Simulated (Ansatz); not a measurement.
Write a Python script for Ansatz 0.2.0 through its Python package that makes a formation energy from the elements of ScSi2 and its elements. Settings (first run): RPBE, PAW, cutoff 653 eV, 7×7×6 k-points, cold smearing of 0.05 eV.

The script reads `scsi2_scsi2.extxyz`:
```text
3
Lattice="3.66 0.0 0.0 -1.83 3.16965298 0.0 0.0 0.0 3.87" Properties=species:S:1:pos:R:3 pbc="T T T"
Sc    0.00000000    0.00000000    0.00000000
Si   -0.00000000    2.11310199    1.93500000
Si    1.83000000    1.05655099    1.93500000
```

Input file `scsi2_sc.xyz`:
```text
2
Lattice="3.309 0.0 0.0 -1.6545 2.86567806 0.0 0.0 0.0 5.2733" Properties=species:S:1:pos:R:3 pbc="T T T"
Sc   -0.00000000    1.91045204    1.31832500
Sc    1.65450000    0.95522602    3.95497500
```

The script reads `scsi2_si.vasp`:
```text
Si
1.0
   0.00000000    2.71356000    2.71356000
   2.71356000    0.00000000    2.71356000
   2.71356000    2.71356000    0.00000000
Si
2
Direct
   0.75000000    0.75000000    0.75000000
   0.50000000    0.50000000    0.50000000
```

The script, `formation.py`:
```python
"""Is ScSi2 bound against its elements, after relaxing cells and atoms."""

from collections import Counter
import warnings

import ansatz as az
from ase.io import read
import numpy as np

XC = "rpbe"
KSPACING = 0.3
FILLING = "cold"
SIGMA = 0.05


def ground_state(name, crystal):
    calc = (
        crystal.calculation()
        .functional(XC)
        .basis(24 * az.Ha, xc_grid=2)
        .scf(lower_state_search="off")
        .kpoints(spacing=KSPACING)
        .occupations(FILLING, width=SIGMA)
        .stress()
    )
    calc = calc.relax(force_tolerance=0.02, cell=True)
    return calc.run()


def counts(outcome):
    return Counter(site.symbol for site in outcome.lattice.sites)

def formation_energy(outcome, mu):
    n = counts(outcome)
    return (outcome.report["energy_sigma0_ev"] - sum(k * mu[element] for element, k in n.items())) / sum(n.values())


def volume_per_atom(outcome):
    return abs(np.linalg.det(outcome.lattice.cell_ang)) / len(outcome.lattice.sites)

warnings.simplefilter("ignore", az.DeckWarning)

phases = {}
scsi2 = az.Crystal.from_extxyz("scsi2_scsi2.extxyz")
phases["ScSi2"] = scsi2
sc = az.Crystal.from_extxyz("scsi2_sc.xyz")
phases["Sc"] = sc
atoms = read("scsi2_si.vasp", format="vasp")
si = az.Crystal.from_ase(atoms)
phases["Si"] = si

done = {name: ground_state(name, crystal) for name, crystal in phases.items()}

# energy of one atom in its reference phase
references = {"Sc": "Sc", "Si": "Si"}
mu = {element: done[name].report["energy_sigma0_ev"] / len(done[name].lattice.sites) for element, name in references.items()}

target = done["ScSi2"]
heat = formation_energy(target, mu)
n = counts(target)
print("cell content:", dict(n), " volume", round(volume_per_atom(target), 3), "A^3/atom")
print("formation energy", round(heat, 4), "eV/atom,", round(heat * sum(n.values()), 4), "eV per cell")
print("bound against the elements" if heat < 0 else "unbound against the elements")
```

Output of `python formation.py`:
```text
cell content: {<Element.SC: 'Sc'>: 1, <Element.SI: 'Si'>: 2}  volume 17.434 A^3/atom
formation energy -0.3277 eV/atom, -0.9831 eV per cell
bound against the elements
```

Caveats:
- These settings explore the input space; cutoff and mesh may be short of convergence.
- For the metals among these phases the mesh is modest: differences between phases can be off by up to 40 meV an atom.
- The cells come from databases of deposited and of computed structures, and not all need be stable phases.
- The compound is the structure given, not necessarily its lowest; energies are at zero temperature, with no correction for gases. A semilocal functional's error on such energies is often 0.05 to 0.1 eV an atom, and 0.1 to 0.3 eV against gases such as O2 or F2.
- Run time: 27 s on 1 thread of Arm Neoverse V1 (shared host), peak memory 0.5 GiB.
